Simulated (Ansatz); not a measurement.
# H₁₈InN₃Si₆: up Jacob's ladder to CCSD(T)

One table from this session's results is given with a row withheld; the runs are named, their logs left out.

Program: Ansatz 0.2.0, Gaussian basis. Level of theory: functionals in def2-TZVPP, the program's frozen cores in correlated methods. These are calculated values, not measurements.

Plan: LDA (SPW92), PBE-D4, revPBE-D4, BLYP-D4, r2SCAN-D4, B97M-V, PBE0-D4, B3LYP-D4, r2SCANh-D4, r2SCAN0-D4, HSE06-D4, BHLYP-D4, CAM-B3LYP-D4, LC-ωPBE, ωB97X-V, ωB97M-V, B2PLYP, PBE-QIDH; CCSD(T)/def2-SVP; CCSD(T)/def2-TZVPP; MP2/def2-QZVPP; extrapolation to the limit; RPA on PBE.

**The geometry**

All runs share one geometry, relaxed beforehand with PBE0-D4 in a triple-zeta def2 set. In takes the def2 core potential; no spin-orbit term is included.

SMILES `[SiH3][N]([SiH3])[In]([N]([SiH3])[SiH3])[N]([SiH3])[SiH3]`, 28 atoms, charge 0, spin multiplicity 1.

Atoms are counted from 1 here; the program's logs count them from 0.

Bond lengths: Si1–N2 1.728 Å, Si1–H11 1.489 Å, Si1–H12 1.488 Å, Si1–H13 1.490 Å, N2–Si3 1.728 Å, N2–In4 2.034 Å, Si3–H14 1.488 Å, Si3–H15 1.490 Å, Si3–H16 1.489 Å, In4–N5 2.034 Å, In4–N8 2.034 Å, N5–Si6 1.729 Å, N5–Si7 1.729 Å, Si6–H17 1.490 Å, Si6–H18 1.489 Å, Si6–H19 1.488 Å, Si7–H20 1.489 Å, Si7–H21 1.488 Å and more. Angles: N2–Si1–H11 108.7°, N2–Si1–H12 112.6°, N2–Si1–H13 110.4°, H11–Si1–H12 108.7°, H11–Si1–H13 108.7°, H12–Si1–H13 107.8°, Si1–N2–Si3 120.8°, Si1–N2–In4 119.6°, Si3–N2–In4 119.6°, N2–Si3–H14 112.5°, N2–Si3–H15 110.4°, N2–Si3–H16 108.7°, H14–Si3–H15 107.8°, H14–Si3–H16 108.7°, H15–Si3–H16 108.7°, N2–In4–N5 120.0°, N2–In4–N8 119.9°, N5–In4–N8 120.0° and more.

Set-up of the first run:

Contents of in.yaml:

```yaml
crystal:
  periodic: [false, false, false]
  atoms:
    - {symbol: Si, position_ang: [-1.901400, -1.952447, -1.780451]}
    - {symbol: N, position_ang: [-0.830087, -1.806011, -0.432024]}
    - {symbol: Si, position_ang: [-0.452572, -3.176023, 0.551944]}
    - {symbol: In, position_ang: [-0.000669, 0.000360, 0.000321]}
    - {symbol: N, position_ang: [-0.951669, 1.713621, -0.544407]}
    - {symbol: Si, position_ang: [-2.667792, 1.711096, -0.752808]}
    - {symbol: Si, position_ang: [-0.035374, 3.157646, -0.796893]}
    - {symbol: N, position_ang: [1.780998, 0.091909, 0.977513]}
    - {symbol: Si, position_ang: [2.165287, 1.485849, 1.924585]}
    - {symbol: Si, position_ang: [2.891943, -1.226662, 0.853948]}
    - {symbol: H, position_ang: [-1.846050, -0.692210, -2.572294]}
    - {symbol: H, position_ang: [-3.310409, -2.193700, -1.366859]}
    - {symbol: H, position_ang: [-1.483926, -3.085258, -2.653772]}
    - {symbol: H, position_ang: [0.376811, -4.181671, -0.165983]}
    - {symbol: H, position_ang: [-1.701595, -3.853674, 1.000246]}
    - {symbol: H, position_ang: [0.295336, -2.709307, 1.752310]}
    - {symbol: H, position_ang: [-3.283630, 2.833378, 0.009804]}
    - {symbol: H, position_ang: [-3.209970, 0.424878, -0.233559]}
    - {symbol: H, position_ang: [-3.069486, 1.857029, -2.178251]}
    - {symbol: H, position_ang: [1.412569, 2.809138, -0.803360]}
    - {symbol: H, position_ang: [-0.275115, 4.178197, 0.259280]}
    - {symbol: H, position_ang: [-0.386701, 3.770503, -2.108852]}
    - {symbol: H, position_ang: [2.609841, 1.079617, 3.287509]}
    - {symbol: H, position_ang: [0.943444, 2.328117, 2.050688]}
    - {symbol: H, position_ang: [3.249302, 2.306498, 1.319658]}
    - {symbol: H, position_ang: [3.029506, -1.977631, 2.131306]}
    - {symbol: H, position_ang: [4.243897, -0.731797, 0.469773]}
    - {symbol: H, position_ang: [2.407522, -2.161465, -0.199365]}
basis:
  gaussian: {orbitals: def2-TZVPP}
hamiltonian: {xc: lda}
output: {orbitals: {seedname: orbitals}}
```

Steps of the session up to this table: LDA; PBE-D4 (GGA); revPBE-D4 (GGA); BLYP-D4 (GGA); r2SCAN-D4 (meta-GGA); B97M-V (meta-GGA); PBE0-D4 (hybrid); B3LYP-D4 (hybrid); r2SCANh-D4 (hybrid); r2SCAN0-D4 (hybrid); HSE06-D4 (hybrid); BHLYP-D4 (hybrid); CAM-B3LYP-D4 (range-separated); LC-ωPBE (range-separated); ωB97X-V (range-separated); ωB97M-V (range-separated); B2PLYP (double hybrid); PBE-QIDH (double hybrid).

One table of the session follows, with a row left open; its other results are not shown here.

It belongs to the step «Orbital energies across the functionals». 

```
  functional  HOMO (eV)  LUMO (eV)  gap (eV)
 LDA (SPW92)      -6.47      -3.16      3.30
      PBE-D4      -6.36      -2.89      3.48
   revPBE-D4      -6.32      -2.76      3.56
     BLYP-D4      -6.22      -2.74      3.48
   r2SCAN-D4      -6.65      -2.71      3.95
      B97M-V      -6.84      -2.94      3.90
     PBE0-D4      -7.63      -2.00      5.63
    B3LYP-D4      -7.40      -2.21      5.18
  r2SCANh-D4      -7.12      -2.39      4.73
  r2SCAN0-D4      -7.83      -1.91      5.92
    HSE06-D4      -7.23      -2.37      4.86
    BHLYP-D4      -8.80      -1.03      7.77
CAM-B3LYP-D4          ?          ?         ?
     LC-ωPBE     -10.31       0.25     10.56
     ωB97X-V      -9.98       0.03     10.01
     ωB97M-V      -9.89      -0.21      9.68
```

**Question.** Estimate the row for CAM-B3LYP-D4.

**Answer.** HOMO (eV): -8.95; LUMO (eV): -0.95; gap (eV): 8.00. In the column «HOMO (eV)» it lies between ωB97M-V (-9.89) and BHLYP-D4 (-8.80).
